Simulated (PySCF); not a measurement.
# C₆H₁₄P₂: magnetic properties

Aim: compute the magnetic properties of C₆H₁₄P₂ (`C=P1(C)CCPCC1`).

Programs: PySCF 2.14.0, with routines of our own; each step states its level. All values are computed. Atoms count from 0.

### 1 The system as given

22 atoms, charge 0, multiplicity 1; geometry from: GFN2-xTB.

### 2 Magnetic properties: GIAO KT3/pcSseg-1

The job: settings as JSON, then the geometry in Å.

```
{"job": {"kind": "mag", "xc": "KT3", "basis": "pcSseg-1", "isotopologues": 2}, "charge": 0, "multiplicity": 1}
C      1.300662    -0.391766     2.234590
P      0.775738    -0.239231     0.622568
C      1.705609    -0.547141    -0.981437
C      0.165267     1.472598     0.398682
C     -0.712134     1.715057    -0.820425
P     -2.274693     0.710430    -0.910124
C     -1.570249    -1.006664    -0.797180
C     -0.710399    -1.290405     0.425004
H      1.595511    -1.422162     2.438556
H      2.134593     0.284943     2.427396
H      2.056765    -1.579794    -0.963806
H      1.128474    -0.379374    -1.886809
H      2.576087     0.110232    -0.981228
H      1.044442     2.126951     0.367073
H     -0.377653     1.698288     1.322338
H     -0.162379     1.538245    -1.749686
H     -1.025033     2.765161    -0.837021
H     -2.566340     0.811935     0.457289
H     -1.018620    -1.192807    -1.723351
H     -2.428285    -1.688147    -0.802691
H     -1.279875    -1.145412     1.348915
H     -0.367899    -2.331551     0.410497
```

With the program's defaults for keys left out, this is: GIAO KT3/pcSseg-1 magnetisability, rotational g tensor and spin-rotation constants, non-relativistic, gas phase.

On the command line:

```
> OMP_NUM_THREADS=1 python excited_run.py task.json out
```

The driver reads the jobs from task.json and runs them one after another.

The program printed:

```text
coarse grid: 18448 points
cycle   1  E = -928.4779119992  dE =  6.946e-01  |g| = 7.464e-01  |ddm| = 4.295e+00
cycle   2  E = -928.1451021588  dE =  3.328e-01  |g| = 1.225e+00  |ddm| = 3.943e+00
cycle   3  E = -928.6185568398  dE = -4.735e-01  |g| = 2.586e-01  |ddm| = 3.495e+00
cycle   4  E = -928.6385807486  dE = -2.002e-02  |g| = 7.681e-02  |ddm| = 5.372e-01
cycle   5  E = -928.6398986370  dE = -1.318e-03  |g| = 3.019e-02  |ddm| = 1.246e-01
cycle   6  E = -928.6401231906  dE = -2.246e-04  |g| = 1.019e-02  |ddm| = 5.389e-02
cycle   7  E = -928.6401507632  dE = -2.757e-05  |g| = 1.837e-03  |ddm| = 1.516e-02
cycle   8  E = -928.6401516351  dE = -8.719e-07  |g| = 5.395e-04  |ddm| = 3.066e-03
final grid: 166312 points
cycle   9  E = -928.6840992151  dE = -2.845e-04  |g| = 1.198e-02  |ddm| = 7.216e-02
cycle  10  E = -928.6840835328  dE =  1.568e-05  |g| = 1.094e-02  |ddm| = 2.035e-02
cycle  11  E = -928.6841046036  dE = -2.107e-05  |g| = 4.943e-03  |ddm| = 2.079e-02
cycle  12  E = -928.6841114509  dE = -6.847e-06  |g| = 1.082e-03  |ddm| = 8.710e-03
cycle  13  E = -928.6841117876  dE = -3.367e-07  |g| = 1.730e-04  |ddm| = 1.875e-03
cycle  14  E = -928.6841117935  dE = -5.920e-09  |g| = 8.995e-05  |ddm| = 3.728e-04
cycle  15  E = -928.6841117958  dE = -2.254e-09  |g| = 1.047e-05  |ddm| = 1.381e-04
cycle  16  E = -928.6841117958  dE = -2.774e-11  |g| = 4.215e-06  |ddm| = 2.037e-05
converged SCF energy = -928.6841117958

Magnetisability tensor (1e-30 J/T^2)
    -1736.35        3.29      -64.53
        3.29    -1727.27       20.25
      -64.53       20.25    -1729.15
isotropic -1730.92   principal values   -1801.04  -1726.20  -1665.52
isotropic susceptibility -104.239 1e-6 cm^3/mol

Inertial axes            a          b          c
rot. const./GHz      2.2463     1.0646     0.9796
chi total          -107.927   -103.954   -100.835
chi diamagnetic    -721.556  -1266.503  -1359.251
chi paramagnetic    613.629   1162.549   1258.416
quadrupole/D A      -11.839     12.375     -0.536
g nuclear            0.6390     0.5683     0.5690
g electronic        -0.6476    -0.5814    -0.5791
g total             -0.0086    -0.0132    -0.0101

Spin-rotation constants (kHz, H = +C I.J)
atom  isotope        aa         bb         cc
  1    31P        2.893      1.804      1.438
  5    31P        3.126      1.545      1.284
  8     1H       -0.138     -0.033     -0.117
  9     1H       -0.137     -0.033     -0.117
 10     1H       -0.184     -0.034     -0.092
 11     1H       -0.006     -0.122     -0.069
 12     1H       -0.188     -0.032     -0.093
 13     1H       -0.185      0.011     -0.104
 14     1H       -0.260     -0.110      0.033
 15     1H       -0.257     -0.118      0.028
 16     1H       -0.178     -0.007     -0.099
 17     1H       -0.214     -0.120      0.043
 18     1H       -0.257     -0.118      0.028
 19     1H       -0.177     -0.007     -0.099
 20     1H       -0.260     -0.110      0.033
 21     1H       -0.185      0.011     -0.104
  0    13C*       0.277      0.134      0.120
  2    13C*       0.373      0.160      0.127
  3    13C*       0.389      0.210      0.139
  4    13C*       0.333      0.168      0.139
* in the singly substituted isotopologue

Isotopologues: g along a, b, c
2H    at 8,9,10,11,12,1    -0.0069    -0.0115    -0.0087
13C   at 0                 -0.0083    -0.0129    -0.0100
```

Run time: 3.5 min. Hardware: 1 thread of Intel Xeon at 2.50GHz, shared host; peak memory 0.86 GiB.

Key values:

| quantity | value |
| --- | --- |
| magnetisability | -1731·10⁻³⁰ J/T² |
| molar susceptibility | -104.2·10⁻⁶ cm³/mol |
| rotational g (a, b, c) | -0.0086, -0.0132, -0.0101 |

### 3 Magnetic properties: GIAO B97-D/ANO-RCC-VDZP

The job, as its differences from that of step 2:

```diff
@@ -1,2 +1,2 @@
-{"job": {"kind": "mag", "xc": "KT3", "basis": "pcSseg-1", "isotopologues": 2}, "charge": 0, "multiplicity": 1}
+{"job": {"kind": "mag", "xc": "B97-D", "basis": "ANO-RCC-VDZP"}, "charge": 0, "multiplicity": 1}
 C      1.300662    -0.391766     2.234590
```

With the program's defaults for keys left out, this is: GIAO B97-D/ANO-RCC-VDZP magnetisability, rotational g tensor and spin-rotation constants, non-relativistic, gas phase.

The program printed:

```text
coarse grid: 18448 points
cycle   1  E = -919.0496460645  dE =  6.869e-01  |g| = 7.930e-01  |ddm| = 6.331e+00
cycle   2  E = -918.5807515587  dE =  4.689e-01  |g| = 1.376e+00  |ddm| = 4.252e+00
cycle   3  E = -919.1953621321  dE = -6.146e-01  |g| = 3.105e-01  |ddm| = 3.800e+00
cycle   4  E = -919.2250543297  dE = -2.969e-02  |g| = 9.005e-02  |ddm| = 6.144e-01
cycle   5  E = -919.2266575543  dE = -1.603e-03  |g| = 4.475e-02  |ddm| = 1.554e-01
cycle   6  E = -919.2272085012  dE = -5.509e-04  |g| = 1.281e-02  |ddm| = 7.027e-02
cycle   7  E = -919.2272562224  dE = -4.772e-05  |g| = 2.702e-03  |ddm| = 2.080e-02
cycle   8  E = -919.2272581042  dE = -1.882e-06  |g| = 8.366e-04  |ddm| = 4.394e-03
final grid: 166312 points
cycle   9  E = -919.2193094108  dE = -1.003e-04  |g| = 9.804e-03  |ddm| = 8.162e-02
cycle  10  E = -919.2192565062  dE =  5.290e-05  |g| = 1.697e-02  |ddm| = 3.434e-02
cycle  11  E = -919.2193352827  dE = -7.878e-05  |g| = 1.112e-03  |ddm| = 2.149e-02
cycle  12  E = -919.2193356288  dE = -3.461e-07  |g| = 2.432e-04  |ddm| = 1.717e-03
cycle  13  E = -919.2193356423  dE = -1.354e-08  |g| = 1.016e-04  |ddm| = 4.895e-04
cycle  14  E = -919.2193356448  dE = -2.474e-09  |g| = 5.274e-05  |ddm| = 2.400e-04
cycle  15  E = -919.2193356456  dE = -7.949e-10  |g| = 1.007e-05  |ddm| = 9.271e-05
converged SCF energy = -919.2193356456

Magnetisability tensor (1e-30 J/T^2)
    -1718.90        8.15      -61.21
        8.15    -1696.00       19.07
      -61.21       19.07    -1712.84
isotropic -1709.24   principal values   -1781.43  -1693.39  -1652.91
isotropic susceptibility -102.933 1e-6 cm^3/mol

Inertial axes            a          b          c
rot. const./GHz      2.2463     1.0646     0.9796
chi total          -106.785   -101.978   -100.036
chi diamagnetic    -720.602  -1266.426  -1359.394
chi paramagnetic    613.817   1164.448   1259.359
quadrupole/D A      -12.956     12.747      0.209
g nuclear            0.6390     0.5683     0.5690
g electronic        -0.6478    -0.5824    -0.5796
g total             -0.0088    -0.0141    -0.0105

Spin-rotation constants (kHz, H = +C I.J)
atom  isotope        aa         bb         cc
  1    31P        2.921      1.800      1.437
  5    31P        3.007      1.477      1.244
  8     1H       -0.137     -0.031     -0.119
  9     1H       -0.136     -0.031     -0.119
 10     1H       -0.188     -0.034     -0.093
 11     1H       -0.005     -0.123     -0.070
 12     1H       -0.192     -0.031     -0.094
 13     1H       -0.188      0.013     -0.106
 14     1H       -0.264     -0.111      0.036
 15     1H       -0.259     -0.118      0.030
 16     1H       -0.179     -0.005     -0.099
 17     1H       -0.219     -0.122      0.045
 18     1H       -0.259     -0.118      0.030
 19     1H       -0.179     -0.005     -0.100
 20     1H       -0.264     -0.111      0.036
 21     1H       -0.188      0.013     -0.106
  0    13C*       0.243      0.133      0.118
  2    13C*       0.365      0.162      0.125
  3    13C*       0.390      0.211      0.143
  4    13C*       0.337      0.169      0.142
* in the singly substituted isotopologue
```

Run time: 9.4 min. Hardware: 1 thread of Intel Xeon at 2.50GHz, shared host; peak memory 0.81 GiB.

Key values:

| quantity | value |
| --- | --- |
| magnetisability | -1709·10⁻³⁰ J/T² |
| molar susceptibility | -102.9·10⁻⁶ cm³/mol |
| rotational g (a, b, c) | -0.0088, -0.0141, -0.0105 |

### 4 The levels compared

| level | ξ (10⁻³⁰ J/T²) | g(a) | g(b) | gap (eV) | functions | time |
| --- | --- | --- | --- | --- | --- | --- |
| GIAO KT3/pcSseg-1 | -1731 | -0.0086 | -0.0132 | 4.01 | 220 | 3.5 min |
| GIAO B97-D/ANO-RCC-VDZP | -1709 | -0.0088 | -0.0141 | 3.49 | 190 | 9.4 min |

### 5 Summary of results

| quantity | value |
| --- | --- |
| magnetisability (step 2, GIAO KT3/pcSseg-1) | -1731·10⁻³⁰ J/T² |
| molar susceptibility (step 2, GIAO KT3/pcSseg-1) | -104.2·10⁻⁶ cm³/mol |
| rotational g (a, b, c) (step 2, GIAO KT3/pcSseg-1) | -0.0086, -0.0132, -0.0101 |
| magnetisability over the levels | -1731 to -1709·10⁻³⁰ J/T² |

What this shows: The magnetisability spreads by 1.3 % over 2 levels, from GIAO KT3/pcSseg-1 (3.5 min) to GIAO B97-D/ANO-RCC-VDZP (9.4 min); the runs took 3.5 min to 9.4 min. Two levels can agree by chance, so this spread shows no convergence. Vibrational averaging and real surroundings are missing from these values.
